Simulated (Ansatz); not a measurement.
**B3H6N: molecular dynamics**

Aim: follow the molecule's vibrations and see whether its bonds hold. The start is relaxed first. Runs: 300 steps of 1 fs under a Langevin thermostat at 500 K. SMILES of the start: BN(B)B.

All numbers below are computed with Ansatz 0.2.0 (RKS PBE0/6-31G*).

## 1. The system as given

Bond lengths: B1–N2 1.464 Å, N2–B3 1.521 Å, N2–B4 1.563 Å, B1–H5 1.215 Å, B1–H6 1.223 Å, B3–H7 1.240 Å, B3–H8 1.133 Å, B4–H9 1.256 Å, B4–H10 1.135 Å. Angles: B1–N2–B3 106.5°, B1–N2–B4 111.1°, B3–N2–B4 109.9°, N2–B1–H5 121.7°, N2–B1–H6 122.5°, H5–B1–H6 112.8°, N2–B3–H7 116.9°, N2–B3–H8 120.8°, H7–B3–H8 113.2°, N2–B4–H9 116.7°, N2–B4–H10 120.4°, H9–B4–H10 114.8°.

Structure file:

```xyz
10

B    -0.9898    0.3932   -0.8357
N     0.3678    0.0081   -0.4455
B     0.2599   -1.3683    0.1928
B     0.9684    1.0235    0.5793
H    -1.4537    0.0886   -1.9162
H    -1.8488    0.6936   -0.0181
H     1.2388   -1.7621    0.8434
H    -0.2961   -2.2067   -0.3278
H     0.4221    1.0747    1.7091
H     1.4145    2.0042    0.2217
```

## 2. Preparing the start

File input.yaml:

```yaml
crystal:
  periodic: [false, false, false]
  atoms:
    - { symbol: B, position_ang: [-0.9898, 0.3932, -0.8357] }
    - { symbol: "N", position_ang: [0.3678, 0.0081, -0.4455] }
    - { symbol: B, position_ang: [0.2599, -1.3683, 0.1928] }
    - { symbol: B, position_ang: [0.9684, 1.0235, 0.5793] }
    - { symbol: H, position_ang: [-1.4537, 0.0886, -1.9162] }
    - { symbol: H, position_ang: [-1.8488, 0.6936, -0.0181] }
    - { symbol: H, position_ang: [1.2388, -1.7621, 0.8434] }
    - { symbol: H, position_ang: [-0.2961, -2.2067, -0.3278] }
    - { symbol: H, position_ang: [0.4221, 1.0747, 1.7091] }
    - { symbol: H, position_ang: [1.4145, 2.0042, 0.2217] }
basis:
  gaussian: { orbitals: "6-31G*" }
hamiltonian:
  xc: pbe0
relax:
  f_tol: 0.02
  max_steps: 40
output:
  orbitals: {}
```

Run with:

```console
$ ansatz run input.yaml --threads 1 --pin off --max-ram 2048MiB --backend cpu --events-out ev --progress --plain --runs-dir out
```

Standard output, shortened:

```text
Warning: RAYON_NUM_THREADS=1 ignored (pool sized by the plan → 1); use --threads N
[...]
Functional definition: PBE0
[...]
857 factors; integrals over basis functions are off by at most 4.6e-4 eV
[...]
mean field -3610.44639883 eV, -132.6814579084 hartree, gradient 3.5e-5 eV, S^2 0.000000; 0 other end points of the search recorded, 0 dependent functions left out
[...]
reference -3610.44642090 eV, -132.6814587194 hartree; 14, 14 occupied and 58, 58 virtual orbitals, 857 factors
relax step   1: F+E_penalty+E_count = -3610.44639883 eV  Δ(F+E_penalty+E_count) = +0.000e0 eV  max|allowed force component| = 3.870e0 eV/Å  Δτ_max = 0.0000 Å  (24 SCF iters, accepted)
[...]
relax step   4: F+E_penalty+E_count = -3612.06140475 eV  Δ(F+E_penalty+E_count) = -2.372e-1 eV  max|allowed force component| = 5.206e-1 eV/Å  Δτ_max = 0.1952 Å  (27 SCF iters, accepted)
[...]
relax step   7: F+E_penalty+E_count = -3612.41360964 eV  Δ(F+E_penalty+E_count) = -9.907e-2 eV  max|allowed force component| = 4.931e-1 eV/Å  Δτ_max = 0.1996 Å  (27 SCF iters, accepted)
[...]
relax step  10: F+E_penalty+E_count = -3612.71889716 eV  Δ(F+E_penalty+E_count) = -7.268e-2 eV  max|allowed force component| = 4.489e-1 eV/Å  Δτ_max = 0.1991 Å  (26 SCF iters, accepted)
[...]
relax step  13: F+E_penalty+E_count = -3612.79184606 eV  Δ(F+E_penalty+E_count) = -9.757e-4 eV  max|allowed force component| = 4.610e-2 eV/Å  Δτ_max = 0.0563 Å  (23 SCF iters, accepted)
[...]
relax step  14: F+E_penalty+E_count = -3612.79208213 eV  Δ(F+E_penalty+E_count) = -2.361e-4 eV  max|allowed force component| = 1.928e-3 eV/Å  Δτ_max = 0.0028 Å  (17 SCF iters, accepted)
857 factors; integrals over basis functions are off by at most 4.3e-4 eV
mean field -3612.79208213 eV, -132.7676601799 hartree, gradient 8.4e-5 eV, S^2 0.000000; 1 other end points of the search recorded, 0 dependent functions left out
[...]
reference -3612.79210382 eV, -132.7676609769 hartree; 14, 14 occupied and 58, 58 virtual orbitals, 857 factors
Total energy: -3612.79210382 eV, -132.7676609769 hartree
Atom 0 at    -1.035602     0.388752    -0.916623 Å, force     0.001305    -0.000451     0.001446 eV/Å
Atom 1 at     0.008353    -0.005102     0.000213 Å, force     0.000085     0.000342     0.000107 eV/Å
Atom 2 at     0.361270    -1.398759     0.137082 Å, force    -0.000547     0.001928     0.000227 eV/Å
Atom 3 at     0.699309     0.994663     0.780357 Å, force    -0.001366    -0.001694    -0.001392 eV/Å
Atom 4 at    -1.598956    -0.451399    -1.556031 Å, force     0.000513     0.000043     0.000278 eV/Å
Atom 5 at    -1.316762     1.547463    -1.018720 Å, force     0.000510    -0.000458     0.000219 eV/Å
Atom 6 at     1.228171    -1.709388     0.901329 Å, force    -0.000191     0.000437    -0.000468 eV/Å
Atom 7 at    -0.220217    -2.215422    -0.516366 Å, force    -0.000032     0.000516    -0.000006 eV/Å
Atom 8 at     1.561908     0.652542     1.535932 Å, force     0.000024    -0.000368    -0.000086 eV/Å
Atom 9 at     0.395626     2.145450     0.655827 Å, force    -0.000301    -0.000295    -0.000323 eV/Å
Dipole moment:     0.000021     0.000013    -0.000021 e Å
```

Run time: 38 s. Hardware: 1 thread of Arm Neoverse V1, shared host; peak memory 0.13 GiB.

Relaxation path:

```csv
step,energy from step 1 (eV),largest force component (eV/Å)
1,0.0000,3.8696
2,-1.0703,1.7621
3,-1.3778,1.0665
4,-1.6150,0.5206
5,-1.7620,0.4669
6,-1.8681,0.4149
7,-1.9672,0.4931
8,-2.0907,0.4793
9,-2.1998,0.4334
10,-2.2725,0.4489
11,-2.3260,0.2135
12,-2.3445,0.0128
13,-2.3454,0.0461
14,-2.3457,0.0019
```

Step 1 is the start.

After: Bond lengths: B1–N2 1.444 Å, N2–B3 1.444 Å, N2–B4 1.444 Å, B1–H5 1.197 Å, B1–H6 1.197 Å, B3–H7 1.197 Å, B3–H8 1.197 Å, B4–H9 1.197 Å, B4–H10 1.197 Å. Angles: B1–N2–B3 120.0°, B1–N2–B4 120.0°, B3–N2–B4 120.0°, N2–B1–H5 119.2°, N2–B1–H6 119.2°, H5–B1–H6 121.6°, N2–B3–H7 119.2°, N2–B3–H8 119.2°, H7–B3–H8 121.6°, N2–B4–H9 119.2°, N2–B4–H10 119.2°, H9–B4–H10 121.6°.

## 3. The run

300 steps of 1 fs under a Langevin thermostat at 500 K, from the relaxed start.

File input.yaml:

```yaml
crystal:
  periodic: [false, false, false]
  atoms:
    - { symbol: B, position_ang: [-1.035602, 0.388752, -0.916623] }
    - { symbol: "N", position_ang: [0.008353, -0.005102, 0.000213] }
    - { symbol: B, position_ang: [0.36127, -1.398759, 0.137082] }
    - { symbol: B, position_ang: [0.699309, 0.994663, 0.780357] }
    - { symbol: H, position_ang: [-1.598956, -0.451399, -1.556031] }
    - { symbol: H, position_ang: [-1.316762, 1.547463, -1.01872] }
    - { symbol: H, position_ang: [1.228171, -1.709388, 0.901329] }
    - { symbol: H, position_ang: [-0.220217, -2.215422, -0.516366] }
    - { symbol: H, position_ang: [1.561908, 0.652542, 1.535932] }
    - { symbol: H, position_ang: [0.395626, 2.14545, 0.655827] }
basis:
  gaussian: { orbitals: "6-31G*" }
hamiltonian:
  xc: pbe0
md:
  timestep: 1.0
  n_steps: 300
  ensemble: nvt_langevin
  temperature: 500.0
  initial_velocities: maxwell_boltzmann
  seed: 133450
  friction: 0.01
```

Run with:

```console
$ ansatz run input.yaml --threads 1 --pin off --max-ram 2048MiB --backend cpu --events-out ev --progress --plain --runs-dir out
```

Standard output, shortened:

```text
Warning: RAYON_NUM_THREADS=1 ignored (pool sized by the plan → 1); use --threads N
[...]
[... 1 set-up line as earlier in the session ...]
[...]
861 factors; integrals over basis functions are off by at most 4.1e-4 eV
[...]
mean field -3612.79217404 eV, -132.7676635576 hartree, gradient 1.5e-5 eV, S^2 0.000000; 0 other end points of the search recorded, 0 dependent functions left out
[...]
reference -3612.79219564 eV, -132.7676643511 hartree; 14, 14 occupied and 58, 58 virtual orbitals, 861 factors
md step     0: t =     0.00 fs  T =   450.0 K  F+E_penalty+E_count = -3612.79217404 eV  E_kin = 0.581670 eV  (22 SCF iters)
[...]
md step    22: t =    22.00 fs  T =   257.0 K  F+E_penalty+E_count = -3612.52320525 eV  E_kin = 0.332190 eV  (24 SCF iters)
[...]
md step    44: t =    44.00 fs  T =   255.2 K  F+E_penalty+E_count = -3612.39055716 eV  E_kin = 0.329859 eV  (24 SCF iters)
[...]
md step    66: t =    66.00 fs  T =   441.0 K  F+E_penalty+E_count = -3612.33480339 eV  E_kin = 0.570028 eV  (24 SCF iters)
[...]
md step    87: t =    87.00 fs  T =   498.5 K  F+E_penalty+E_count = -3612.27176513 eV  E_kin = 0.644310 eV  (23 SCF iters)
md step    88: t =    88.00 fs  T =   442.8 K  F+E_penalty+E_count = -3612.15622299 eV  E_kin = 0.572374 eV  (23 SCF iters)
```

## 4. The log goes on: dynamics from the start

The log, continued, shortened:

```text
md step    89: t =    89.00 fs  T =   418.2 K  F+E_penalty+E_count = -3612.07627551 eV  E_kin = 0.540579 eV  (23 SCF iters)
[...]
md step   118: t =   118.00 fs  T =   651.6 K  F+E_penalty+E_count = -3611.96758790 eV  E_kin = 0.842222 eV  (24 SCF iters)
[...]
md step   147: t =   147.00 fs  T =   579.1 K  F+E_penalty+E_count = -3612.03925932 eV  E_kin = 0.748568 eV  (24 SCF iters)
[...]
md step   176: t =   176.00 fs  T =   490.9 K  F+E_penalty+E_count = -3612.23640173 eV  E_kin = 0.634490 eV  (23 SCF iters)
[...]
md step   205: t =   205.00 fs  T =   475.9 K  F+E_penalty+E_count = -3612.39729102 eV  E_kin = 0.615094 eV  (24 SCF iters)
md step   206: t =   206.00 fs  T =   499.9 K  F+E_penalty+E_count = -3612.41494463 eV  E_kin = 0.646171 eV  (24 SCF iters)
md step   207: t =   207.00 fs  T =   470.3 K  F+E_penalty+E_count = -3612.38767009 eV  E_kin = 0.607888 eV  (24 SCF iters)
```

## 5. The log goes on: dynamics from the start

The log, continued, shortened:

```text
md step   208: t =   208.00 fs  T =   481.7 K  F+E_penalty+E_count = -3612.34042819 eV  E_kin = 0.622688 eV  (24 SCF iters)
[...]
md step   231: t =   231.00 fs  T =   310.7 K  F+E_penalty+E_count = -3612.30692745 eV  E_kin = 0.401583 eV  (23 SCF iters)
[...]
md step   254: t =   254.00 fs  T =   473.6 K  F+E_penalty+E_count = -3612.40851384 eV  E_kin = 0.612175 eV  (23 SCF iters)
[...]
md step   277: t =   277.00 fs  T =   471.2 K  F+E_penalty+E_count = -3612.25145125 eV  E_kin = 0.609065 eV  (22 SCF iters)
[...]
md step   299: t =   299.00 fs  T =   617.1 K  F+E_penalty+E_count = -3612.20953276 eV  E_kin = 0.797652 eV  (22 SCF iters)
[...]
md step   300: t =   300.00 fs  T =   616.4 K  F+E_penalty+E_count = -3612.20611200 eV  E_kin = 0.796734 eV  (22 SCF iters)
Total energy: -3612.20613385 eV, -132.7461269777 hartree
Atom 0 at    -0.745536     0.319499    -1.247962 Å, force    -0.052022     1.207673    -0.217102 eV/Å
Atom 1 at     0.454502    -0.122001    -0.598558 Å, force     0.724755    -1.373364     0.117509 eV/Å
Atom 2 at     1.196509    -1.198826    -1.287009 Å, force    -0.689578     0.741227     0.394000 eV/Å
Atom 3 at     0.890465     0.458553     0.627027 Å, force    -1.589824     2.891102    -0.158933 eV/Å
Atom 4 at    -1.171847    -0.173353    -2.216041 Å, force    -0.104658    -0.835091    -0.521314 eV/Å
Atom 5 at    -1.292376     1.350381    -0.998325 Å, force     0.044369     0.043930     0.711123 eV/Å
Atom 6 at     2.234805    -1.727167    -0.935394 Å, force    -0.482504     0.453964     0.056985 eV/Å
Atom 7 at     0.574201    -1.434183    -2.258776 Å, force     0.439417    -0.851136    -0.658955 eV/Å
Atom 8 at     1.895154     0.346466     1.136657 Å, force     1.697547    -1.151930     0.649865 eV/Å
Atom 9 at     0.285048     1.458600     1.082945 Å, force     0.012499    -1.126376    -0.373176 eV/Å
Dipole moment:     0.041570    -0.131746     0.021563 e Å
```

It took 12 min on 1 thread of Arm Neoverse V1, shared host; peak memory 0.24 GiB.

## 6. Frames and traces

One step in 16; energies are changes from step 0:

```csv
time (fs),T (K),potential energy change (meV/atom)
0.0,450,0.0
16.0,285,17.3
32.0,289,36.4
48.0,390,31.3
64.0,443,47.8
80.0,438,55.2
96.0,499,63.1
112.0,607,75.3
128.0,535,87.8
144.0,479,87.7
160.0,644,58.3
176.0,491,55.6
192.0,428,64.1
208.0,482,45.2
224.0,371,46.2
240.0,351,50.3
256.0,455,45.1
272.0,452,53.8
288.0,535,55.0
300.0,616,58.6
```

time (fs), T (K) and a bar:
```
      0.0        450 ###########
     13.0        328 
     26.0        346 ##
     39.0        415 ########
     52.0        439 ##########
     65.0        420 ########
     78.0        465 ############
     91.0        463 ############
    104.0        673 ##############################
    117.0        592 #######################
    130.0        420 ########
    143.0        490 ##############
    157.0        468 ############
    170.0        502 ###############
    183.0        397 ######
    196.0        351 ##
    209.0        474 #############
    222.0        401 ######
    235.0        426 ########
    248.0        406 #######
    261.0        429 #########
    274.0        519 #################
    287.0        457 ###########
    300.0        616 #########################
```

Maxima of the velocity power spectrum (cm⁻¹, relative height; resolution about 220 cm⁻¹): 330 (53), 1030 (100), 1310 (88), 2700 (54).

## 7. Snapshots as a file

Extended XYZ, with forces in eV/Å:

```xyz
10
time_fs=38.0 T=406 dE=0.1884
B    -0.890    0.320   -1.159    0.125   -0.198    0.409
N     0.109    0.038   -0.164    0.227    0.717    0.711
B     0.626   -1.294    0.015   -0.248    0.179    0.724
B     0.505    1.043    0.847   -0.876   -0.222   -1.097
H    -1.302   -0.592   -1.779   -0.154   -0.310   -0.436
H    -1.278    1.423   -1.322   -0.122    0.408   -0.022
H     1.478   -1.419    0.833    0.403   -0.137   -0.012
H     0.102   -2.257   -0.445   -0.045    0.022   -0.451
H     1.492    0.932    1.444    0.827   -0.367    0.477
H    -0.184    1.995    1.090   -0.136   -0.092   -0.302
10
time_fs=75.0 T=443 dE=0.5230
B    -0.885    0.309   -1.244    0.206    0.734    0.745
N     0.073    0.002   -0.156   -0.770   -1.819   -2.825
B     0.876   -1.237   -0.448   -1.288    2.440    1.093
B     0.373    1.017    0.806   -1.041   -0.099   -2.047
H    -1.217   -0.404   -2.138    0.320   -0.633    0.127
H    -1.390    1.400   -1.320    0.139    0.018    0.327
H     1.759   -1.286    0.301    1.059   -0.763    0.376
H     0.580   -1.931   -1.350    0.009   -0.318   -0.218
H     1.180    0.797    1.545    1.549   -0.219    1.853
H    -0.190    2.022    0.575   -0.181    0.658    0.571
10
time_fs=112.0 T=607 dE=0.7531
B    -1.106    0.349   -1.251    2.560    1.026    0.417
N     0.043    0.049   -0.373    0.359    0.438    1.923
B     0.905   -1.074   -0.621   -0.694   -0.107   -0.497
B     0.528    0.879    0.824   -1.910    0.305   -1.748
H    -1.508   -0.417   -2.041   -0.476   -0.645   -0.015
H    -1.177    1.534   -1.395   -0.994    0.101    0.154
H     2.004   -1.016   -0.308    1.438    0.305    0.762
H     0.674   -2.078   -1.199   -0.852   -0.184   -0.384
H     1.560    0.703    1.382    0.217   -0.441   -0.155
H    -0.186    1.804    1.247    0.351   -0.797   -0.457
10
time_fs=150.0 T=674 dE=0.6602
B    -1.130    0.280   -1.192   -0.327    2.961    1.339
N     0.172    0.148   -0.550   -0.193   -2.251   -0.276
B     0.823   -1.189   -0.817   -0.540    1.893   -0.713
B     0.437    0.899    0.685   -2.533   -0.227    0.028
H    -1.554   -0.192   -2.167    0.234   -1.042   -0.622
H    -1.856    1.216   -0.740    0.625   -1.101   -0.289
H     1.750   -1.412   -0.135    0.458   -0.499    0.376
H     0.465   -1.914   -1.762    0.074    0.656    0.936
H     1.368    0.784    1.375    1.030   -0.154   -0.025
H    -0.553    1.504    1.183    1.171   -0.235   -0.754
10
time_fs=188.0 T=514 dE=0.4930
B    -1.158    0.341   -1.304    0.872   -1.444    0.431
N     0.039   -0.088   -0.487   -0.733    2.252   -0.094
B     0.956   -1.074   -0.952    1.389   -0.079    2.209
B     0.524    0.843    0.546   -1.262   -1.132    0.098
H    -1.197   -0.045   -2.494   -0.076    0.550    1.089
H    -2.078    0.853   -0.686    0.505    0.085   -0.556
H     1.894   -1.512   -0.218   -1.131    0.591   -0.712
H     0.844   -1.436   -2.010   -0.208   -0.905   -2.027
H     1.469    0.490    1.180    0.304    0.258   -0.094
H    -0.139    1.815    0.850    0.340   -0.176   -0.343
10
time_fs=225.0 T=303 dE=0.5174
B    -1.079    0.246   -1.264   -1.330   -0.733    0.203
N     0.162    0.044   -0.612    2.944   -1.670   -0.338
B     1.110   -1.077   -1.092   -1.323    1.372    2.422
B     0.566    0.792    0.560   -0.879    0.125    0.337
H    -1.635   -0.663   -1.861    0.606    0.413   -0.218
H    -1.740    1.194   -0.999    0.003    0.448   -0.018
H     1.906   -1.669   -0.402   -0.096    0.763    0.269
H     1.008   -1.510   -2.129   -0.457   -0.396   -1.996
H     1.533    0.452    1.189   -0.014    0.073   -0.218
H    -0.173    1.679    0.992    0.546   -0.396   -0.444
10
time_fs=262.0 T=401 dE=0.5426
B    -1.010    0.370   -1.335    2.705   -1.474    0.986
N     0.299   -0.030   -0.580   -1.783    0.651   -1.389
B     1.170   -1.076   -1.101   -0.278    0.019    1.429
B     0.690    0.632    0.635   -1.329    1.513   -1.302
H    -1.202   -0.237   -2.361   -0.114    0.242    0.234
H    -1.711    1.216   -0.896   -0.051    0.198    0.127
H     2.308   -1.248   -0.710   -0.337    0.477   -0.202
H     0.647   -1.941   -1.671   -0.261   -0.554   -1.104
H     1.744    0.350    1.015    0.847   -0.140    0.943
H    -0.035    1.583    0.979    0.600   -0.933    0.279
10
time_fs=300.0 T=616 dE=0.5861
B    -0.746    0.320   -1.248   -0.052    1.208   -0.217
N     0.455   -0.122   -0.599    0.725   -1.373    0.117
B     1.196   -1.199   -1.287   -0.690    0.741    0.394
B     0.890    0.459    0.627   -1.590    2.891   -0.159
H    -1.172   -0.173   -2.216   -0.105   -0.835   -0.521
H    -1.292    1.350   -0.998    0.044    0.044    0.711
H     2.235   -1.727   -0.935   -0.482    0.454    0.057
H     0.574   -1.434   -2.259    0.439   -0.851   -0.659
H     1.895    0.346    1.137    1.698   -1.152    0.650
H     0.285    1.459    1.083    0.013   -1.126   -0.373
```

## 8. Results

| quantity | value |
| --- | --- |
| relaxation of the start | 13 moves, 2.346 eV lower |
| length | 300 steps of 1 fs |
| temperature, first and last step | 450 and 616 K |
| temperature, second half | mean 463 K, from 275 to 711 K |
| potential energy, second half | +54 meV/atom from the start |
| bonds formed or broken | 0 |

**Reading.** Against a set 500 K the second half averages 463 K with a spread of 98 K. The bonding pattern survives the run. A run of 300 fs with 10 atoms shows the motion but fixes no equilibrium value. The nuclei move classically, without zero-point motion, which matters most for hydrogen.
